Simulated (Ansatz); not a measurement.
# CH₈O₄Si₂: vertical ionisation energy

One table from this session's results is given with a row withheld; the runs are named, their logs left out.

The runs use Ansatz 0.2.0, Gaussian basis; unrestricted cation, the program's frozen cores in correlated methods.

Plan: UKS PBE-D4/def2-TZVPP; UKS r2SCAN-D4/def2-TZVPP; UKS PBE0-D4/def2-TZVPP; UKS B3LYP-D4/def2-TZVPP; UKS wB97X-V/def2-TZVPP; UKS wB97M-V/def2-TZVPP; UKS B2PLYP/def2-TZVPP; UHF-CCSD(T)/def2-TZVPP; UHF-MP2/def2-QZVPP; extrapolation to the limit; then −ε(HOMO) from the neutral's earlier runs with LDA (SPW92), PBE-D4, revPBE-D4, BLYP-D4, r2SCAN-D4, B97M-V, PBE0-D4, B3LYP-D4, r2SCANh-D4, r2SCAN0-D4, HSE06-D4, BHLYP-D4, CAM-B3LYP-D4, LC-ωPBE, ωB97X-V, ωB97M-V.

## Structure used throughout

The geometry comes from an earlier relaxation with PBE0-D4 in a triple-zeta def2 set; it is a stationary point, not always the lowest conformer.

SMILES `C[SiH](O)O[SiH](O)O`, 15 atoms, charge 0, spin multiplicity 1.

Atoms are counted from 1 here; the program's logs count them from 0.

Bond lengths: C1–Si2 1.855 Å, C1–H8 1.094 Å, C1–H9 1.093 Å, C1–H10 1.093 Å, Si2–O3 1.640 Å, Si2–O4 1.639 Å, Si2–H11 1.480 Å, O3–H12 0.958 Å, O4–Si5 1.624 Å, Si5–O6 1.631 Å, Si5–O7 1.636 Å, Si5–H13 1.474 Å, O6–H14 0.959 Å, O7–H15 0.958 Å. Angles: Si2–C1–H8 111.1°, Si2–C1–H9 111.1°, Si2–C1–H10 110.4°, H8–C1–H9 108.2°, H8–C1–H10 107.6°, H9–C1–H10 108.4°, C1–Si2–O3 112.4°, C1–Si2–O4 108.8°, C1–Si2–H11 112.4°, O3–Si2–O4 109.3°, O3–Si2–H11 104.5°, O4–Si2–H11 109.3°, Si2–O3–H12 118.2°, Si2–O4–Si5 147.7°, O4–Si5–O6 113.0°, O4–Si5–O7 108.2°, O4–Si5–H13 108.9°, O6–Si5–O7 107.4° and more.

Set-up of the first run:

in.yaml reads:

```yaml
crystal:
  periodic: [false, false, false]
  atoms:
    - {symbol: C, position_ang: [-0.545651, -1.994174, 0.400682]}
    - {symbol: Si, position_ang: [1.000966, -0.985240, 0.220610]}
    - {symbol: O, position_ang: [1.959017, -1.068555, 1.549355]}
    - {symbol: O, position_ang: [0.583643, 0.576836, -0.049442]}
    - {symbol: Si, position_ang: [-0.230990, 1.641661, -0.966307]}
    - {symbol: O, position_ang: [-1.768330, 1.183508, -1.260968]}
    - {symbol: O, position_ang: [-0.290401, 3.066767, -0.164291]}
    - {symbol: H, position_ang: [-1.140215, -1.655555, 1.254202]}
    - {symbol: H, position_ang: [-0.310208, -3.050985, 0.547159]}
    - {symbol: H, position_ang: [-1.167974, -1.899332, -0.493066]}
    - {symbol: H, position_ang: [1.859873, -1.460631, -0.887319]}
    - {symbol: H, position_ang: [1.565372, -0.883630, 2.402716]}
    - {symbol: H, position_ang: [0.429350, 1.745199, -2.279604]}
    - {symbol: H, position_ang: [-2.433702, 1.435308, -0.618550]}
    - {symbol: H, position_ang: [0.467450, 3.298022, 0.374123]}
basis:
  gaussian: {orbitals: def2-TZVPP}
total_charge: 1
magnetization: {spin_polarized: true, initial_magnetization: 1}
hamiltonian: {xc: pbe, dispersion: d4}
```

Steps of the session up to this table: Cation, UKS PBE-D4/def2-TZVPP; Cation, UKS r2SCAN-D4/def2-TZVPP; Cation, UKS PBE0-D4/def2-TZVPP; Cation, UKS B3LYP-D4/def2-TZVPP; Cation, UKS wB97X-V/def2-TZVPP; Cation, UKS wB97M-V/def2-TZVPP; Cation, UKS B2PLYP (frozen core)/def2-TZVPP; Cation, UHF-CCSD(T)/def2-TZVPP; Cation, UHF-MP2/def2-QZVPP.

One of the session's tables, all rows but one given; the rest of the session is left out.

It belongs to the step «Ionisation energies side by side». Orbital estimates, from the neutral's runs:

| functional | −ε(HOMO) (eV) |
| --- | --- |
| LDA (SPW92) | 7.15 |
| PBE-D4 | 7.03 |
| revPBE-D4 | 6.98 |
| BLYP-D4 | 6.95 |
| r2SCAN-D4 | 7.37 |
| B97M-V | 7.47 |
| PBE0-D4 | 8.47 |
| B3LYP-D4 | 8.26 |
| r2SCANh-D4 | 7.90 |
| r2SCAN0-D4 | 8.69 |
| HSE06-D4 | 8.06 |
| BHLYP-D4 | 9.84 |
| CAM-B3LYP-D4 | ? |
| LC-ωPBE | 11.24 |
| ωB97X-V | 10.90 |
| ωB97M-V | 10.76 |

**Question.** Estimate the row for CAM-B3LYP-D4.

**Answer.** −ε(HOMO) (eV): 9.90. In the column «−ε(HOMO) (eV)» it lies between BHLYP-D4 (9.84) and ωB97M-V (10.76).
